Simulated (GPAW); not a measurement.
AlN:

```xyz
4
Lattice="3.1100 0.0000 0.0000 -1.5550 2.6933 0.0000 0.0000 0.0000 4.9800" Properties=species:S:1:pos:R:3 pbc="T T T"
Al    1.5550    0.8978    0.0000
Al    0.0000    1.7956    2.4900
N     1.5550    0.8978    1.9024
N     0.0000    1.7956    4.3924
```

Base run:

| Quantity | Value |
| --- | --- |
| Program | GPAW 26.7.0 |
| Functional | GLLB-SC |
| Potentials or basis | the program's PAW data sets (release 1.2.1) made for this functional |
| Cutoff | 800 eV |
| Basis | pw |
| k mesh | 7 × 7 × 4 |
| Occupations | fermi-dirac, width 0.05 eV |
| Spin | no spin polarisation |

Its results: band gap on the k mesh, kohn-sham part alone 4.66 eV, direct.

**Question.** The run is repeated on the same cell with these changes: functional from GLLB-SC to LDA. What comes out?

**Answer.** Band gap on the k mesh 4.27 eV, direct.

Caveats: a model potential gives levels but no total energy (some runs).
